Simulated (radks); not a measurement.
# The series with 32 electrons, Ge to Hg⁴⁸⁺

An exercise on one series of results from a longer session: the logs are not shown, and one member is left open.

Program: radks (a radial shooting solver on a logarithmic mesh, Libxc functionals) version 1. Level of theory: scalar-relativistic Kohn-Sham, PBE, spin-polarised, spherical densities, finite nucleus; open shells are filled with parallel spins first. These are calculated values, not measurements, unless marked.

### What is computed

| Item | Value |
| --- | --- |
| electrons | 32 |
| ions | Ge, Br³⁺, Sr⁶⁺, Nb⁹⁺, Ru¹²⁺, Ag¹⁵⁺, Sn¹⁸⁺, I²¹⁺, Ba²⁴⁺, Pr²⁷⁺, Sm³⁰⁺, Tb³³⁺, Er³⁶⁺, Lu³⁹⁺, W⁴²⁺, Ir⁴⁵⁺, Hg⁴⁸⁺ |
| configuration | [Ar] 3d10 4s2 4p2 |

The outer shells:

[Ar] 3d10 4s2 4p2
```
[Ar] core
3d [↑↓][↑↓][↑↓][↑↓][↑↓]
4s [↑↓]
4p [↑ ][↑ ][  ]
```

Set-up of the first run:

The run's settings:

```text
Z 32
configuration [Ar] 3d10 4s2 4p2
relativity scalar-relativistic
functional pbe,pbe
spin polarised
nucleus finite rms 4.0742 fm
c 137.035999084
```

Among the steps run: Ge; Br³⁺; Sr⁶⁺; Nb⁹⁺; Ru¹²⁺; Ag¹⁵⁺; Sn¹⁸⁺; I²¹⁺; Ba²⁴⁺; Pr²⁷⁺; Sm³⁰⁺; Tb³³⁺; Er³⁶⁺; Lu³⁹⁺; W⁴²⁺; Ir⁴⁵⁺; Hg⁴⁸⁺.

One table of the session follows, with a row left open; its other results are not shown here.

```
  ion  E (hartree)  ε(3d down) (eV)  ε(4s up) (eV)  ε(4s down) (eV)  ε(4p up) (eV)
   Ge  -2098.84784          -29.009        -12.229          -10.759         -4.415
 Br³⁺  -2603.89195          -104.77        -55.249          -52.742        -40.934
 Sr⁶⁺  -3169.33560          -213.44        -117.76          -114.46        -96.934
 Nb⁹⁺  -3795.58596          -351.79        -197.79          -193.78        -170.19
Ru¹²⁺  -4483.30602          -518.78        -294.84          -290.16        -260.03
Ag¹⁵⁺  -5233.31831          -713.92        -408.80          -403.46        -366.21
Sn¹⁸⁺  -6046.56435          -936.98        -539.71          -533.74        -488.64
 I²¹⁺  -6924.11372          -1187.8        -687.75          -681.14        -627.32
Ba²⁴⁺            ?                ?              ?                ?              ?
Pr²⁷⁺   -8877.0297          -1772.7        -1036.1          -1028.2        -953.62
Sm³⁰⁺   -9955.1562          -2106.8        -1237.0          -1228.6        -1141.5
Tb³³⁺  -11103.2378          -2468.6        -1456.3          -1447.2        -1345.9
Er³⁶⁺  -12322.9424          -2858.3        -1694.4          -1684.7        -1567.1
Lu³⁹⁺  -13616.3321          -3275.8        -1951.7          -1941.4        -1805.3
 W⁴²⁺  -14985.6662          -3721.4        -2229.0          -2218.0        -2060.6
Ir⁴⁵⁺  -16433.2906          -4195.0        -2526.6          -2515.1        -2333.3
Hg⁴⁸⁺  -17961.9068          -4696.8        -2845.5          -2833.4        -2623.5
```

Estimate the missing values for Ba²⁴⁺.

As computed: E (hartree): -7867.1593; ε(3d down) (eV): -1466.4; ε(4s up) (eV): -853.11; ε(4s down) (eV): -845.88; ε(4p up) (eV): -782.28. In the column «E (hartree)» it lies between Pr²⁷⁺ (-8877.0297) and I²¹⁺ (-6924.11372).

The configuration is held, so it need not be the ground state of every ion.
